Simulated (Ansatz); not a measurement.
# C₂H₃ClInN: ionisation energy by level of theory

An exercise on one series of results from a longer session: the logs are not shown, and one member is left open.

Method: unrestricted cation, the program's frozen cores in correlated methods; program: Ansatz 0.2.0, Gaussian basis.

The runs, in order: UKS PBE-D4/def2-TZVPP; UKS r2SCAN-D4/def2-TZVPP; UKS PBE0-D4/def2-TZVPP; UKS B3LYP-D4/def2-TZVPP; UKS wB97X-V/def2-TZVPP; UKS wB97M-V/def2-TZVPP; UKS B2PLYP/def2-TZVPP; UHF-CCSD(T)/def2-TZVPP; UHF-MP2/def2-QZVPP; extrapolation to the limit; then −ε(HOMO) from the neutral's earlier runs with LDA (SPW92), PBE-D4, revPBE-D4, BLYP-D4, r2SCAN-D4, B97M-V, PBE0-D4, B3LYP-D4, r2SCANh-D4, r2SCAN0-D4, HSE06-D4, BHLYP-D4, CAM-B3LYP-D4, LC-ωPBE, ωB97X-V, ωB97M-V.

**The geometry**

The geometry comes from an earlier relaxation with PBE0-D4 in a triple-zeta def2 set; it is a stationary point, not always the lowest conformer. In takes the def2 core potential; no spin-orbit term is included.

SMILES `[CH3][In]([Cl])[C]#N`, 8 atoms, charge 0, spin multiplicity 1.

Atoms are counted from 1 here; the program's logs count them from 0.

Bond lengths: C1–In2 2.120 Å, C1–H6 1.090 Å, C1–H7 1.088 Å, C1–H8 1.090 Å, In2–Cl3 2.321 Å, In2–C4 2.118 Å, C4–N5 1.154 Å. Angles: In2–C1–H6 109.1°, In2–C1–H7 109.5°, In2–C1–H8 109.5°, H6–C1–H7 109.8°, H6–C1–H8 108.8°, H7–C1–H8 110.2°, C1–In2–Cl3 121.8°, C1–In2–C4 127.5°, Cl3–In2–C4 110.7°, In2–C4–N5 177.1°.

Set-up of the first run:

in.yaml reads:

```yaml
crystal:
  periodic: [false, false, false]
  atoms:
    - {symbol: C, position_ang: [-1.004901, -1.102343, -0.232919]}
    - {symbol: In, position_ang: [0.625796, 0.144136, 0.299340]}
    - {symbol: Cl, position_ang: [2.386140, -0.630536, 1.598289]}
    - {symbol: C, position_ang: [0.917448, 2.176511, -0.219419]}
    - {symbol: N, position_ang: [1.026727, 3.281809, -0.530890]}
    - {symbol: H, position_ang: [-1.907748, -0.736444, 0.256898]}
    - {symbol: H, position_ang: [-0.800104, -2.122593, 0.085239]}
    - {symbol: H, position_ang: [-1.151356, -1.067441, -1.312340]}
basis:
  gaussian: {orbitals: def2-TZVPP}
total_charge: 1
magnetization: {spin_polarized: true, initial_magnetization: 1}
hamiltonian: {xc: pbe, dispersion: d4}
```

Started as:

```sh
$ ansatz run in.yaml --threads 2 --pin off --events-out ev --progress --plain --max-ram 22528MiB --backend cpu
```

Among the steps run: Cation, UKS PBE-D4/def2-TZVPP; Cation, UKS r2SCAN-D4/def2-TZVPP; Cation, UKS PBE0-D4/def2-TZVPP; Cation, UKS B3LYP-D4/def2-TZVPP; Cation, UKS wB97X-V/def2-TZVPP; Cation, UKS wB97M-V/def2-TZVPP; Cation, UKS B2PLYP (frozen core)/def2-TZVPP; Cation, UHF-CCSD(T)/def2-TZVPP; Cation, UHF-MP2/def2-QZVPP.

One table of the session follows, with a row left open; its other results are not shown here.

Orbital estimates, from the neutral's runs:

| functional | −ε(HOMO) (eV) |
| --- | --- |
| LDA (SPW92) | 7.60 |
| PBE-D4 | 7.42 |
| revPBE-D4 | 7.35 |
| BLYP-D4 | 7.27 |
| r2SCAN-D4 | 7.75 |
| B97M-V | 7.80 |
| PBE0-D4 | 8.78 |
| B3LYP-D4 | 8.52 |
| r2SCANh-D4 | 8.25 |
| r2SCAN0-D4 | 8.99 |
| HSE06-D4 | 8.37 |
| BHLYP-D4 | 9.96 |
| CAM-B3LYP-D4 | 10.14 |
| LC-ωPBE | 11.52 |
| ωB97X-V | ? |
| ωB97M-V | 11.00 |

Q: Estimate the row for ωB97X-V from the others.

The run gave: −ε(HOMO) (eV): 11.14. In the column «−ε(HOMO) (eV)» it lies between ωB97M-V (11.00) and LC-ωPBE (11.52).
